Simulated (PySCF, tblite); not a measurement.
# C5H7O2P: infrared bands and NMR shifts

What infrared bands and NMR shifts should C5H7O2P (`C=C[P@]1(=O)C=C1OC`) show?

Programs: tblite 0.8.0 and PySCF 2.14.0, with density-fitted response routines of our own. Each step states its level of theory. These are calculated values for one molecule in the gas phase, unless marked as measured. Atoms count from 0, in the outputs and in this text.

## (1) Starting geometry

15 atoms, charge 0, multiplicity 1; geometry from: GFN2-xTB.

Bonds of the start (Å): C0–C1 1.32, C1–P2 1.80, P2–O3 1.47, P2–C4 1.80, C4–C5 1.35, C5–O6 1.32, O6–C7 1.42, C5–P2 1.80, C0–H8 1.08, C0–H9 1.08, C1–H10 1.08, C4–H11 1.07, C7–H12 1.09, C7–H13 1.09, C7–H14 1.09.

## (2) Vibrational analysis with GFN2-xTB

The job: settings as JSON, then the geometry in Å.

```
{"job": {"kind": "ir", "xc": "GFN2-xTB", "basis": "xTB"}, "charge": 0, "multiplicity": 1}
C      2.769436     0.409215     0.886481
C      1.837179    -0.057462     0.072122
P      0.392829    -0.859540     0.779137
O      0.333524    -0.966334     2.241802
C     -0.450734    -1.931075    -0.402409
C     -1.040046    -0.725051    -0.306299
O     -2.085817    -0.063900    -0.762388
C     -2.289705     1.219637    -0.197433
H      3.659615     0.903060     0.532233
H      2.652945     0.298388     1.952924
H      1.876169     0.006048    -1.003734
H     -0.607995    -2.871091    -0.887646
H     -2.920591     1.773759    -0.890129
H     -1.337860     1.741488    -0.057592
H     -2.793364     1.130849     0.769191
```

**Question.** This job is followed by: GIAO PBE0/pcSseg-1 NMR shielding, non-relativistic, gas phase. Predict these results of the whole session: strongest single infrared mode (GFN2-xTB); zero-point energy (GFN2-xTB); 13C shifts against TMS (PBE0/pcSseg-1); 1H shifts against TMS (PBE0/pcSseg-1, means over atoms taken as alike); 31P shifts against H3PO4 (PBE0/pcSseg-1); 17O shifts against H2O (PBE0/pcSseg-1).

The runs gave:

| quantity | value |
| --- | --- |
| strongest single infrared mode (GFN2-xTB) | 1703 cm⁻¹, 278 km/mol |
| zero-point energy (GFN2-xTB) | 67.2 kcal/mol |
| 13C shifts against TMS (PBE0/pcSseg-1) | 184.2, 149.8, 142.3, 119.9, 64.0 ppm |
| 1H shifts against TMS (PBE0/pcSseg-1, means over atoms taken as alike) | 6.97, 6.91, 6.60, 5.83, 4.11 ppm |
| 31P shifts against H3PO4 (PBE0/pcSseg-1) | -86.2 ppm |
| 17O shifts against H2O (PBE0/pcSseg-1) | 133.7, 98.3 ppm |

**Reading.** No mode is imaginary among the 39: a minimum at this level. The strongest single mode, at 1703 cm⁻¹, moves mainly C5. Unscaled tight-binding wavenumbers are off by several per cent, some by more. Its intensities can rank the bands wrongly. At PBE0/pcSseg-1: The largest span, 484 ppm, is at P2, where the paramagnetic term is -561 ppm.
